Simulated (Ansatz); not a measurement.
# One shape, several levels: SnH3OF (SMILES [OH][SnH2][F])

Wanted: a comparison of 5 runs (B2PLYP/def2-SVPD, B3LYP/def2-SVPD, wB97X/def2-SVPD, RPA@PBE0/def2-SVPD, CCSD(T)/def2-SVPD) of SnH3OF. 

The calculation is run with Ansatz 0.2.0.

73 further runs of the same task are left out: 73 set aside as unsound or not needed.

### 1 The molecule

SnH3OF has 6 atoms, charge 0, and is taken as a singlet. As SMILES, `[OH][SnH2][F]`. The Sn2–H6 distance was set to 3.045 Å, away from the relaxed value. At this shape a bond of the SMILES string is far longer than usual.

Bond lengths: O1–Sn2 1.948 Å, Sn2–F3 1.922 Å, O1–H4 0.960 Å, Sn2–H5 1.701 Å. Angles: O1–Sn2–F3 105.3°, O1–Sn2–H5 111.8°, F3–Sn2–H5 104.3°, Sn2–O1–H4 114.0°.

### 2 A single-point energy at B2PLYP/def2-SVPD (core potential) (run 1)

Input file job.yaml:

```yaml
crystal:
  periodic: [false, false, false]
  atoms:
    - {symbol: O, position_ang: [-1.186559, -0.685642, -1.711567]}
    - {symbol: Sn, position_ang: [0.530141, -0.096742, -1.002867]}
    - {symbol: F, position_ang: [1.636941, -1.667742, -0.984467]}
    - {symbol: H, position_ang: [-1.140759, -1.038342, -2.603267]}
    - {symbol: H, position_ang: [1.323941, 0.964458, -2.068667]}
    - {symbol: H, position_ang: [0.017500, 0.696700, 1.891900]}
basis:
  gaussian: {orbitals: def2-SVPD}
correlation: {frozen_orbitals: {F: 1, H: 0, O: 1, Sn: 4}}
accuracy: high
hamiltonian: {xc: {name: B2PLYP}}
output: {orbitals: {seedname: orbitals}}
```

Started as:

```sh
$ ansatz run job.yaml --threads 1 --pin off --max-ram 3480MiB --events-out events.jsonl --progress --plain --runs-dir runs
```

Standard output:

```text
Warning: RAYON_NUM_THREADS=1 ignored (pool sized by the plan → 1); use --threads N
Functional definition: B2PLYP
  name "B2PLYP"
  parameter a = 0.53
  parameter c = 0.27
  exchange = (1 - a)*b88_x + a*exact_x
  correlation = (1 - c)*lyp_c + c*(mp2_os + mp2_ss)
2208 factors; integrals over basis functions are off by at most 3.3e-9 eV
mean field evaluation 1: about -10616.0976 eV, gradient 5.8e1 eV
mean field evaluation 2: about -10616.2063 eV, gradient 5.8e1 eV
mean field evaluation 4: about -10622.1740 eV, gradient 3.2e0 eV
mean field evaluation 8: about -10622.2275 eV, gradient 3.3e-1 eV
mean field evaluation 16: about -10622.2279 eV, gradient 4.9e-5 eV
mean field -10622.22792769 eV, -390.3596763378 hartree, gradient 3.2e-8 eV, S^2 0.000000; 0 other end points of the search recorded, 0 dependent functions left out; unrestricted orbitals would lower it
6 core orbitals not correlated: weight in the atoms' cores, before any rotation towards them, 1.000 or more for the frozen orbitals, at most 0.000 for the correlated occupied ones
reference -10622.22795521 eV, -390.3596773494 hartree; 15, 15 occupied and 81, 81 virtual orbitals, 2208 factors
second order -18.74397428 eV of doubles, -0.00000000 eV of singles
Total energy: -10627.28882827 eV, -390.5456610038 hartree
```

Run time: 13 s. Hardware: 1 thread of Arm Neoverse V1, shared host; peak memory 0.35 GiB.

### 3 The energy at B3LYP/def2-SVPD (core potential) (run 2)

Input file input.yaml:

```yaml
basis:
  gaussian: {orbitals: def2-SVPD}
crystal:
  periodic: [false, false, false]
  atoms:
    - {symbol: O, position_ang: [-1.186559, -0.685642, -1.711567]}
    - {symbol: Sn, position_ang: [0.530141, -0.096742, -1.002867]}
    - {symbol: F, position_ang: [1.636941, -1.667742, -0.984467]}
    - {symbol: H, position_ang: [-1.140759, -1.038342, -2.603267]}
    - {symbol: H, position_ang: [1.323941, 0.964458, -2.068667]}
    - {symbol: H, position_ang: [0.017500, 0.696700, 1.891900]}
hamiltonian: {xc: {name: B3LYP}}
accuracy: high
output: {orbitals: {seedname: orbitals}}
```

Started as:

```sh
$ ansatz run input.yaml --threads 1 --pin off --max-ram 3480MiB --events-out events.jsonl --progress --plain --runs-dir runs
```

Standard output:

```text
Warning: RAYON_NUM_THREADS=1 ignored (pool sized by the plan → 1); use --threads N
Functional definition: B3LYP
  name "B3LYP"
  parameter a0 = 0.2
  parameter ax = 0.72
  parameter ac = 0.81
  exchange = (1 - a0 - ax)*slater_x + ax*b88_x + a0*exact_x
  correlation = (1 - ac)*vwn_rpa_c + ac*lyp_c
2208 factors; integrals over basis functions are off by at most 3.3e-9 eV
mean field evaluation 1: about -10631.8982 eV, gradient 6.9e1 eV
mean field evaluation 2: about -10544.8817 eV, gradient 1.8e2 eV
mean field evaluation 4: about -10637.5467 eV, gradient 2.3e1 eV
mean field evaluation 8: about -10640.3743 eV, gradient 1.0e0 eV
mean field evaluation 16: about -10640.4321 eV, gradient 1.1e-3 eV
mean field -10640.43208429 eV, -391.0286667536 hartree, gradient 1.2e-8 eV, S^2 0.000000; 0 other end points of the search recorded, 0 dependent functions left out
reference -10640.43212718 eV, -391.0286683300 hartree; 21, 21 occupied and 81, 81 virtual orbitals, 2208 factors
Total energy: -10640.43212718 eV, -391.0286683300 hartree
```

Wall time 9.6 s (1 thread of Arm Neoverse V1, shared host); peak memory 0.35 GiB.

Runs 3 to 4 aren't shown in full; the table further down has their settings and results.

### 4 The energy at CCSD(T)/def2-SVPD (core potential) (run 5)

Input file in.yaml:

```yaml
crystal:
  periodic: [false, false, false]
  atoms:
    - {symbol: O, position_ang: [-1.186559, -0.685642, -1.711567]}
    - {symbol: Sn, position_ang: [0.530141, -0.096742, -1.002867]}
    - {symbol: F, position_ang: [1.636941, -1.667742, -0.984467]}
    - {symbol: H, position_ang: [-1.140759, -1.038342, -2.603267]}
    - {symbol: H, position_ang: [1.323941, 0.964458, -2.068667]}
    - {symbol: H, position_ang: [0.017500, 0.696700, 1.891900]}
basis:
  gaussian: {orbitals: def2-SVPD}
correlation: {method: ccsd_t, frozen_orbitals: {F: 1, H: 0, O: 1, Sn: 4}}
accuracy: high
scf: {omitted_lower_state_checks: [cluster_reference, increment]}
```

Started as:

```sh
$ ansatz run in.yaml --threads 1 --pin off --max-ram 3480MiB --events-out events.jsonl --progress --plain --runs-dir runs
```

Standard output:

```text
Warning: RAYON_NUM_THREADS=1 ignored (pool sized by the plan → 1); use --threads N
[... 12 lines left out ...]
6 core orbitals not correlated: weight in the atoms' cores, before any rotation towards them, 1.000 or more for the frozen orbitals, at most 0.000 for the correlated occupied ones
[... 32 lines left out ...]
WARN: these amplitudes may be one of several solutions (largest doubles amplitude 0.38, level shift 0.20 eV)
Total energy: -10605.65009472 eV, -389.7504522133 hartree
Checks for a lower state left out: cluster_reference, increment
```

It took 59 s on 1 thread of Arm Neoverse V1, shared host; peak memory 0.82 GiB.

### 5 All runs side by side

```
run                                level  frozen core orbitals  energy (Eh)  HOMO energy (eV)  LUMO energy (eV)  HOMO–LUMO gap (eV)  wall time
  1    B2PLYP/def2-SVPD (core potential)                     6  -390.545661             -8.31             -3.22                5.09       13 s
  2     B3LYP/def2-SVPD (core potential)                     –  -391.028668             -7.49             -4.49                3.00      9.6 s
  3     wB97X/def2-SVPD (core potential)                     –  -390.941158             -9.62             -2.38                7.24       31 s
  4  RPA@PBE0/def2-SVPD (core potential)                     6  -389.894780                 –                 –                   –       23 s
  5   CCSD(T)/def2-SVPD (core potential)                     6  -389.750452                 –                 –                   –       59 s
```

### 6 Results

| quantity | value |
| --- | --- |
| run 5: total energy | -389.75045 Eh |
| run 5: correlation energy (6 core orbitals frozen) | -602.1 mEh |
| run 5: (T) correction | -20.21 mEh |
| run 5: T1 diagnostic | 0.021 |

In words: Over runs 1, 2, 3 the HOMO–LUMO gap runs from 3.00 eV (B3LYP/def2-SVPD) to 7.24 eV (wB97X/def2-SVPD). Totals of different functionals can't be ranked against each other. In runs 1, 4, 5 the log says that unrestricted orbitals would lower the reference, so the values rest on an unstable closed-shell determinant (other closed-shell runs at this shape may share the fault). In runs 1, 2, 3, 4, 5 a closed-shell determinant meets a far-stretched bond, which it describes badly. All runs together took 2.3 min, the longest 59 s.
